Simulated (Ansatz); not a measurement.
Geometry optimisation, DFT PBEsol, scalar-relativistic, plane waves, PAW (Ansatz).

The input (input.yaml):

```yaml
crystal:
  lattice:
    - [7.871941, 0.0, 0.0]
    - [0.0, 7.871941, 0.0]
    - [0.0, 0.0, 18.903956]
  atoms:
    - { symbol: Rb, position: [0.0, 0.0, 0.05289898] }
    - { symbol: Cl, position: [0.25, 0.25, 0.15700339] }
    - { symbol: Rb, position: [0.0, 0.0, 0.26110781] }
    - { symbol: Cl, position: [0.25, 0.25, 0.36521222] }
    - { symbol: Rb, position: [0.0, 0.5, 0.05289898] }
    - { symbol: Cl, position: [0.25, 0.75, 0.15700339] }
    - { symbol: Rb, position: [0.0, 0.5, 0.26110781] }
    - { symbol: Cl, position: [0.25, 0.75, 0.36521222] }
    - { symbol: Rb, position: [0.5, 0.0, 0.05289898] }
    - { symbol: Cl, position: [0.75, 0.25, 0.15700339] }
    - { symbol: Rb, position: [0.5, 0.0, 0.26110781] }
    - { symbol: Cl, position: [0.75, 0.25, 0.36521222] }
    - { symbol: Rb, position: [0.5, 0.5, 0.05289898] }
    - { symbol: Cl, position: [0.75, 0.75, 0.15700339] }
    - { symbol: Rb, position: [0.5, 0.5, 0.26110781] }
    - { symbol: Cl, position: [0.75, 0.75, 0.36521222] }
    - { symbol: C, position: [-0.08333333, 0.91666667, 0.41387928] }
    - { symbol: O, position: [-0.12655894, 1.05887136, 0.41916918] }
    - { symbol: O, position: [-0.04010773, 0.77446198, 0.41916918] }
basis:
  ecutwfc: 420.0
kpoints:
  mp_grid: { grid: [2, 2, 1] }
hamiltonian:
  xc: pbesol
scf:
  occupations: { method: gaussian, width: 0.05 }
  lower_state_search: "off"
relax:
  f_tol: 0.03
  max_steps: 60
  adjacent_minimum: "off"
  constraints: [{ sites: [0, 4, 8, 12] }]
```

Run as:

```bash
$ ansatz run input.yaml --threads 2 --pin off --max-ram 5120MiB --backend cpu --events-out ev --progress --plain --runs-dir out
```

Question: Where does it end, and by what steps?

Answer: The run converged. The force dipped under the threshold on the way, but the program's further checks kept it going. Limits of this set-up: thin slab, slab without dipole correction, no dispersion correction for a molecule that may bind weakly, a typed lattice constant that wasn't relaxed here. After 57 steps the energy has fallen by 10.033 eV; Rb11 moved furthest, 3.89 Å. Parted: Cl2–Rb3 (3.41 → 5.19 Å), Cl2–Rb7 (3.41 → 7.58 Å), Cl2–Rb11 (3.41 → 5.46 Å), Cl2–Rb15 (3.41 → 4.99 Å), Rb3–Cl6 (3.41 → 6.17 Å), Rb3–Cl14 (3.41 → 4.86 Å). Joined: Rb1–Rb15 (6.82 → 5.03 Å).

```tsv
step	energy less start (eV)	largest force component (eV/Å)	accepted
0	0.0000	5.772	yes
2	-5.1940	1.467	yes
4	-7.4664	1.027	yes
6	-8.3635	0.826	yes
8	-8.5808	0.521	yes
10	-8.7111	0.249	yes
12	-8.8662	0.171	yes
14	-9.1005	0.332	yes
16	-9.3309	0.274	yes
18	-9.4404	0.102	yes
20	-9.5197	0.149	yes
22	-9.6044	0.174	yes
24	-9.6861	0.111	yes
26	-9.7389	0.182	yes
28	-9.7646	0.121	yes
30	-9.7913	0.303	yes
32	-9.8241	0.211	yes
34	-9.8667	0.204	yes
36	-9.9148	0.128	yes
38	-9.9321	0.161	yes
40	-9.9634	0.141	yes
42	-9.9931	0.116	yes
44	-10.0139	0.119	yes
46	-9.9123	0.684	no
48	-10.0242	0.129	yes
50	-10.0299	0.028	yes
52	-10.0305	0.056	yes
54	-10.0314	0.024	yes
56	-10.0323	0.034	yes
57	-10.0325	0.020	yes
```

```xyz
19
Lattice="7.8719 0.0000 0.0000 0.0000 7.8719 0.0000 0.0000 0.0000 18.9040" Properties=species:S:1:pos:R:3
Rb 0.000 0.000 1.000
Cl 1.967 1.956 1.914
Rb -2.030 1.511 5.337
Cl -0.062 3.867 5.611
Rb 0.000 3.936 1.000
Cl 1.967 5.919 2.005
Rb -2.030 5.378 7.462
Cl -0.079 7.785 7.255
Rb 3.936 0.000 1.000
Cl 5.905 1.951 1.993
Rb 1.904 2.269 7.361
Cl 3.874 3.865 5.615
Rb 3.936 3.936 1.000
Cl 5.905 5.918 1.927
Rb 1.908 6.216 5.352
Cl 3.892 7.788 7.261
C -2.014 8.581 9.512
O -2.014 9.715 9.224
O -2.019 7.491 9.940
```

Whether the end is a true minimum wasn't checked by a vibrational analysis.

Time of the run: 11 min on 2 threads of Intel(R) Xeon(R) Platinum 8259CL CPU @ 2.50GHz (Skylake/Cascade Lake), on a shared host, peak memory 1.7 GiB.
